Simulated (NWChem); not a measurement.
# C2H3BFO− (SMILES C#C[BH-](O)F): levels of theory compared

Aim: a comparison of 3 runs (HF/STO-3G, HF/def2-SVP, PBE0/def2-SVP) of C2H3BFO−. 

The calculation is run with NWChem 7.3.0.

### Step 1. The structure to begin with

The species is C2H3BFO− (8 atoms), meant as a singlet with charge -1. SMILES: `C#C[BH-](O)F`. Geometry: relaxed at GFN2-xTB. This is one conformer, not always the lowest.

Bond lengths: C1–C2 1.203 Å, C2–B3 1.599 Å, B3–O4 1.495 Å, B3–F5 1.429 Å, C1–H6 1.059 Å, B3–H7 1.239 Å, O4–H8 0.954 Å. Angles: C1–C2–B3 175.5°, C2–B3–O4 110.3°, C2–B3–F5 109.9°, O4–B3–F5 107.9°, C2–C1–H6 178.5°, C2–B3–H7 109.1°, O4–B3–H7 111.6°, F5–B3–H7 108.0°, B3–O4–H8 106.4°.

### Step 2. Energy and gradient at HF/STO-3G (run 1)

Contents of geom.nw:

```
start geom
memory 2200 mb
charge -1

geometry units bohr noautosym nocenter noautoz
   C  -1.14027964  2.32181200  2.63369240
   C  -0.17642483  1.16837987  0.92766655
   B   1.02455281 -0.56272265 -1.23924460
   O  -0.82654731 -2.53353692 -2.05602202
   F   1.63017224  0.94992753 -3.39321113
   H  -1.96314198  3.37918936  4.12045333
   H   3.00867076 -1.51945319 -0.44419902
   H  -1.55700205 -3.20359601 -0.54913551
end

basis spherical bse
   C library STO-3G
   B library STO-3G
   O library STO-3G
   F library STO-3G
   H library STO-3G
end

scf
   nopen 0
   rhf
   thresh 1e-08
   maxiter 80
   print medium
end

task scf gradient
```

On the command line:

```console
$ nwchem geom.nw > geom.out
```

The program printed:

```text
[...]
  functions       =    28
[...]
  wavefunction    = RHF
[...]
         Total SCF energy =   -272.689549799399
      One-electron energy =   -667.929042060817
      Two-electron energy =    254.808627738411
 Nuclear repulsion energy =    140.430864523008
        Time for solution =      1.4s
[...]
                         RHF ENERGY GRADIENTS
    atom               coordinates                        gradient
                 x          y          z           x          y          z
   1 C      -1.140280   2.321812   2.633692   -0.032342   0.034656   0.055715
   2 C      -0.176425   1.168380   0.927667    0.039966  -0.043459  -0.074818
   3 B       1.024553  -0.562723  -1.239245   -0.028365   0.011076   0.040138
   4 O      -0.826547  -2.533537  -2.056022   -0.026668  -0.027135   0.036987
   5 F       1.630172   0.949928  -3.393211    0.008584   0.015940  -0.019249
   6 H      -1.963142   3.379189   4.120453    0.000345   0.000126  -0.000005
   7 H       3.008671  -1.519453  -0.444199    0.021844  -0.007887   0.001340
   8 H      -1.557002  -3.203596  -0.549136    0.016636   0.016682  -0.040107
[...]
```

Wall time 2.4 s (1 thread of Intel Xeon Platinum 8488C (Sapphire Rapids), shared host); peak memory 0.1 GiB.

### Step 3. Energy and gradient at HF/def2-SVP (run 2)

Contents of c2h3bfo.nw:

```
start c2h3bfo
memory 2200 mb
charge -1

geometry units angstroms noautosym nocenter noautoz
  C       -0.603410       1.228650       1.393690
  C       -0.093360       0.618280       0.490900
  B        0.542170      -0.297780      -0.655780
  O       -0.437390      -1.340690      -1.088000
  F        0.862650       0.502680      -1.795610
  H       -1.038850       1.788190       2.180450
  H        1.592120      -0.804060      -0.235060
  H       -0.823930      -1.695270      -0.290590
end

basis spherical bse
  * library def2-SVP
end

scf
  singlet
  rhf
  thresh 1e-08
  maxiter 80
end

task scf gradient
```

On the command line:

```console
$ nwchem c2h3bfo.nw > c2h3bfo.out
```

The program printed:

```text
[...]
  functions       =    85
[...]
  wavefunction    = RHF
[...]
         Total SCF energy =   -276.302193882779
      One-electron energy =   -667.490062833043
      Two-electron energy =    250.756994293406
 Nuclear repulsion energy =    140.430874656858
        Time for solution =      8.3s
[...]
                         RHF ENERGY GRADIENTS
    atom               coordinates                        gradient
                 x          y          z           x          y          z
   1 C      -1.140280   2.321812   2.633692   -0.001987  -0.000612   0.000877
   2 C      -0.176425   1.168380   0.927666    0.008583  -0.007063  -0.012429
   3 B       1.024553  -0.562723  -1.239245    0.000314   0.016624   0.030842
   4 O      -0.826547  -2.533537  -2.056022   -0.004505  -0.007627  -0.018860
   5 F       1.630172   0.949927  -3.393211    0.003182   0.003317  -0.005318
   6 H      -1.963142   3.379189   4.120453    0.001986  -0.002224  -0.003289
   7 H       3.008671  -1.519453  -0.444199   -0.003625   0.001255  -0.004527
   8 H      -1.557002  -3.203596  -0.549135   -0.003948  -0.003671   0.012704
[...]
```

Wall time 12 s (1 thread of Intel Xeon Platinum 8488C (Sapphire Rapids), shared host); peak memory 0.1 GiB.

### Step 4. Energy and gradient at PBE0/def2-SVP (run 3)

Contents of job.xyz:

```xyz
8
C2H3BFO
C     -0.603410     1.228650     1.393690
C     -0.093360     0.618280     0.490900
B      0.542170    -0.297780    -0.655780
O     -0.437390    -1.340690    -1.088000
F      0.862650     0.502680    -1.795610
H     -1.038850     1.788190     2.180450
H      1.592120    -0.804060    -0.235060
H     -0.823930    -1.695270    -0.290590
```

Contents of run.py:

```python
from ase.io import read
from ase.calculators.nwchem import NWChem

mol = read('job.xyz')

calc = NWChem(
    label='job',
    theory='dft',
    memory='2200 mb',
    basis='def2-SVP',
    basispar='spherical bse',
    charge=-1,
    dft={'xc': 'pbe0', 'mult': '1', 'grid': 'xfine', 'convergence': 'energy 1e-08', 'iterations': '100', 'mulliken': None},
)
mol.calc = calc

forces = mol.get_forces()
print("Total energy (eV):", round(mol.get_potential_energy(), 6))
print("forces (eV/A):")
for s, f in zip(mol.symbols, forces):
    print(f"{s:2s} {f[0]:10.5f} {f[1]:10.5f} {f[2]:10.5f}")
print("dipole (e A):", mol.get_dipole_moment().round(4))
```

On the command line:

```console
$ export ASE_NWCHEM_COMMAND="nwchem PREFIX.nwi > PREFIX.nwo"
$ python run.py
```

The program printed:

```text
Total energy (eV): -7550.563066
forces (eV/A):
C    -0.65429    0.88348    1.26205
C     0.69132   -1.02983   -1.30977
B    -0.34314   -0.44881   -0.99929
O     0.46290    0.56127   -0.09816
F    -0.12547   -0.09960    0.10999
H    -0.25593    0.31763    0.45226
H     0.38171   -0.11025    0.31676
H    -0.15704   -0.07389    0.26611
dipole (e A): [-0.433   0.0036  0.8549]
```

The calculator wrote job.nwi:

```
title "job"

permanent_dir job

scratch_dir job

start job

geometry units angstrom nocenter noautosym noautoz
  C  -6.0341000000000000e-01 1.2286500000000000e+00 1.3936900000000001e+00
  C  -9.3359999999999999e-02 6.1828000000000005e-01 4.9090000000000000e-01
  B  5.4217000000000004e-01 -2.9777999999999999e-01 -6.5578000000000003e-01
  O  -4.3739000000000000e-01 -1.3406899999999999e+00 -1.0880000000000001e+00
  F  8.6265000000000003e-01 5.0268000000000002e-01 -1.7956099999999999e+00
  H  -1.0388500000000001e+00 1.7881899999999999e+00 2.1804500000000000e+00
  H  1.5921200000000000e+00 -8.0406000000000000e-01 -2.3505999999999999e-01
  H  -8.2393000000000005e-01 -1.6952700000000001e+00 -2.9059000000000001e-01
end

charge -1

memory 2200 mb

basis spherical bse noprint
   * library def2-SVP
end

dft
  xc pbe0
  mult 1
  grid xfine
  convergence energy 1e-08
  iterations 100
  mulliken
end

task dft gradient
```

job.nwo:

```text
Northwest Computational Chemistry Package (NWChem) 7.3.0
             --------------------------------------------------------

           Job information
           ---------------

    nwchem branch   = 7.3.0
    use scalapack   = T
    input           = job.nwi
    prefix          = job.
    data base       = job/job.db
    status          = startup
    nproc           =        1

           Memory information
           ------------------

    heap     =     72089596 doubles =      550.0 Mbytes
    stack    =     72089601 doubles =      550.0 Mbytes
    global   =    144179200 doubles =     1100.0 Mbytes (distinct from heap & stack)
    total    =    288358397 doubles =     2200.0 Mbytes
    verify   = yes
    hardfail = no

[... 108 lines left out ...]
  convergence criterion.
[... 41 lines left out ...]
          Spatial weights used:  Erf1
[... 74 lines left out ...]
         Total DFT energy =     -277.478076995384
[... 3 lines left out ...]
 Nuclear repulsion energy =      140.430874656858
[... 666 lines left out ...]
          Convergence on gradient requested:  5.00D-04
[... 28 lines left out ...]
          total energy or number of iterations.
[... 26 lines left out ...]
                         DFT ENERGY GRADIENTS

    atom               coordinates                        gradient
                 x          y          z           x          y          z
   1 C      -1.140280   2.321812   2.633692    0.012724  -0.017181  -0.024543
   2 C      -0.176425   1.168380   0.927666   -0.013444   0.020027   0.025471
   3 B       1.024553  -0.562723  -1.239245    0.006673   0.008728   0.019433
[... 4 lines of this table left out ...]
   8 H      -1.557002  -3.203596  -0.549135    0.003054   0.001437  -0.005175

                 ----------------------------------------
                 |  Time  |  1-e(secs)   |  2-e(secs)   |
                 ----------------------------------------
                 |  CPU   |       0.01   |       2.39   |
                 ----------------------------------------
                 |  WALL  |       0.01   |       2.39   |
                 ----------------------------------------

 Task  times  cpu:       26.8s     wall:       26.8s
 Total times  cpu:       26.9s     wall:       26.9s
```

Wall time 28 s (1 thread of Intel Xeon Platinum 8488C (Sapphire Rapids), shared host); peak memory 0.14 GiB.

### Step 5. The series

| run | level | iteration cap | module | energy (Eh) | HOMO energy (eV) | LUMO energy (eV) | HOMO–LUMO gap (eV) | wall time |
| --- | --- | --- | --- | --- | --- | --- | --- | --- |
| 1 | HF/STO-3G | 80 | scf | -272.689550 | -1.49 | 16.78 | 18.27 | 2.4 s |
| 2 | HF/def2-SVP | 80 | scf | -276.302194 | -5.22 | 9.42 | 14.64 | 12 s |
| 3 | PBE0/def2-SVP | 100 | dft | -277.478077 | -1.40 | 6.30 | 7.69 | 28 s |

### Step 6. Summary of results

| quantity | value |
| --- | --- |
| run 3: total energy | -277.47808 Eh |
| run 3: HOMO energy | -1.40 eV |
| run 3: LUMO energy | 6.30 eV |
| run 3: HOMO–LUMO gap (to an unbound level, set by the basis) | 7.69 eV |
| run 3: largest force on an atom | 1.804 eV/Å |

The HOMO–LUMO gap runs from 7.69 eV (PBE0/def2-SVP) to 18.27 eV (HF/STO-3G). The two ends differ in method and basis. The empty levels of an anion lie above zero and hang on the basis. In run 1 the basis is minimal, so the values are rough. All runs together took 42 s, the longest 28 s.
